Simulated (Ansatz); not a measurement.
Born–Oppenheimer molecular dynamics of a periodic cell of 28 atoms, Al5HO8 (host Al5HO8, host structure P6_3mc). It goes on from the last frame of an earlier run, with new velocities.

Level of theory: DFT PBEsol, scalar-relativistic, plane waves, PAW in Ansatz 0.2.0. Settings: cutoff 420 eV, k mesh 2x2x1, fermi-dirac smearing 0.05 eV, no spin polarisation.

```
ensemble        : NVT, Nosé–Hoover chain
time step       : 0.75 fs
steps asked     : 360
set temperature : 1170 K
thermostat      : time constant 100 fs, chain length 3
seed            : 549611
```

First frame:

```xyz
28
Lattice="5.5708 0.0000 0.0000 -2.7854 4.8245 0.0000 0.0000 0.0000 8.7503" Properties=species:S:1:pos:R:3
Al 0.160 1.659 3.321
Al 1.468 4.029 3.260
Al -1.379 4.001 3.284
Al 2.717 3.144 7.556
Al 1.339 0.670 7.619
Al 4.119 0.748 7.568
Al 2.868 1.625 1.605
Al 0.015 3.202 5.863
Al -0.038 3.242 0.412
Al 2.832 1.603 4.824
H 0.038 0.174 0.789
H 0.162 0.052 5.433
O 0.004 0.024 8.586
O 0.148 0.031 4.451
O 2.723 0.198 0.162
O 4.051 2.379 0.052
O 1.495 2.286 0.082
O 0.116 4.717 4.507
O -1.285 2.450 4.457
O 1.366 2.428 4.365
O 4.405 0.837 2.356
O 2.853 3.303 2.335
O 1.386 0.835 2.195
O -1.408 3.832 6.741
O -0.076 1.612 6.678
O 1.342 3.905 6.623
O 0.090 3.296 2.277
O 2.867 1.516 6.582
```

**Question.** What does the run give?

**Answer.** The run went to its last step.

```
steps done                                               : 360
time covered                                             : 270 fs
mean temperature over the second half                    : 1176 K
spread of the potential energy over the second half      : 13.2 meV per atom
mean potential energy of the second half above the start : 64.3 meV per atom
```

The conserved energy stayed within 0.85 meV per atom of its start (net change 0.27 meV per atom), so there is no drift, though single steps change it by up to 25 meV in the whole system, a sign of fast motions only just resolved. A run of 0.27 ps of so small a system gives no equilibrium averages. Limits of this set-up: coarse k mesh.

**Question.** What happens to the structure?

**Answer.** Mean squared displacements from the first frame to the last, about the centre of mass: Al 0.02 Å², H 0.74 Å², O 0.06 Å². Another seed would give other details.

**Question.** How do temperature and energy run in time?

**Answer.** 
```tsv
time (fs)	T (K)	potential energy less start (eV)	conserved less start (meV/atom)
0.0	1170	0.000	0.00
13.5	930	0.841	0.00
27.0	979	0.703	0.13
40.5	761	1.507	0.18
54.0	1205	0.054	0.07
67.5	924	1.155	0.07
81.0	960	1.155	-0.04
94.5	874	1.610	0.13
108.0	1158	0.827	0.07
121.5	919	1.888	0.26
135.0	1323	0.713	0.25
148.5	897	2.381	0.25
162.0	1215	1.423	0.16
175.5	1143	1.813	0.17
189.0	1094	2.091	0.25
202.5	1306	1.438	0.20
216.0	1168	1.975	0.27
229.5	1036	2.470	0.19
243.0	1179	2.013	0.22
256.5	1347	1.456	0.24
270.0	1148	2.159	0.27
```

The run took 17 min on 1 thread of Arm Neoverse V2, with other jobs on the host, peak memory 0.53 GiB.
